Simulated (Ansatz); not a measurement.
# AlClH2O2: the cost of one run

All numbers are computed with the Python package of Ansatz 0.2.0. Level of theory: Hartree-Fock/cc-pVDZ.

### Step 1. The system

Bond lengths: O1–Al2 1.790 Å, Al2–O3 1.805 Å, Al2–Cl4 2.153 Å, O1–H5 1.028 Å, O3–H6 0.991 Å. Angles: O1–Al2–O3 119.1°, O1–Al2–Cl4 121.6°, O3–Al2–Cl4 119.3°, Al2–O1–H5 105.4°, Al2–O3–H6 106.6°.

No structure file is read: the coordinates are typed or built in the script.

### Step 2. Script

File alclh2o2.py:

```python
# -*- coding: utf-8 -*-
"""Stretching a bond of AlClH2O2, the rest held rigid."""

import ansatz
import numpy as np


def main():
    geometry = (
        ansatz.Crystal.molecule()
        .atom("O", (-0.0273, 1.192, -1.207))
        .atom("Al", (0.0244, -0.338, -0.2799))
        .atom("O", (1.2374, -0.5225, 1.0438))
        .atom("Cl", (-1.2801, -1.9848, -0.7497))
        .atom("H", (-0.7177, 1.781, -0.7248))
        .atom("H", (0.8054, -0.1916, 1.8715))
    )

    symbols = [site.symbol for site in geometry.cartesian_sites]
    start = np.array([site.position_ang for site in geometry.cartesian_sites])
    axis = (start[4] - start[0]) / np.linalg.norm(start[4] - start[0])
    moving = [4]
    lengths, energies = [0.87, 0.95, 1.03, 1.13, 1.28, 1.54, 1.85, 2.26], []
    for length in lengths:
        xyz = start.copy()
        xyz[moving] += (length - np.linalg.norm(start[4] - start[0])) * axis
        point = ansatz.Crystal.molecule()
        for symbol, place in zip(symbols, xyz):
            point = point.atom(symbol, place.tolist())
        job = point.calculation()
        job = job.basis(gaussian="cc-pVDZ")
        job = job.functional("hf").spin("collinear")
        report = job.run(threads=1, pin="off").report
        energies.append(report["free_energy_ev"])
        print(f"r = {length:6.3f} A  E = {energies[-1]:.5f} eV  <S^2> = {abs(report['mean_field']['state']['spin_squared']):.3f}")

    print("energy above the lowest point (eV):", [round(e - min(energies), 3) for e in energies])


if __name__ == "__main__":
    main()
```

### Step 3. What the engine is handed

The package turns the script's settings into the engine's input (first run):

```yaml
crystal:
  periodic: [false, false, false]
  atoms:
    - { symbol: O, position_ang: [-0.0273, 1.192, -1.207] }
    - { symbol: Al, position_ang: [0.0244, -0.338, -0.2799] }
    - { symbol: O, position_ang: [1.2374, -0.5225, 1.0438] }
    - { symbol: Cl, position_ang: [-1.2801, -1.9848, -0.7497] }
    - { symbol: H, position_ang: [-0.6117798859832523, 1.6906365191832786, -0.7987783878604806] }
    - { symbol: H, position_ang: [0.8054, -0.1916, 1.8715] }
basis:
  gaussian:
    orbitals: cc-pVDZ
hamiltonian:
  xc: hf
magnetization:
  spin_polarized: true
```

### Step 4. Running it

The run is started by

```bash
> python alclh2o2.py
```

**Question.** How long does this script take on 1 thread of Intel Xeon 6975P-C (Granite Rapids), shared host, and how much memory does it need?

About 13 s, with a peak of 0.25 GiB.
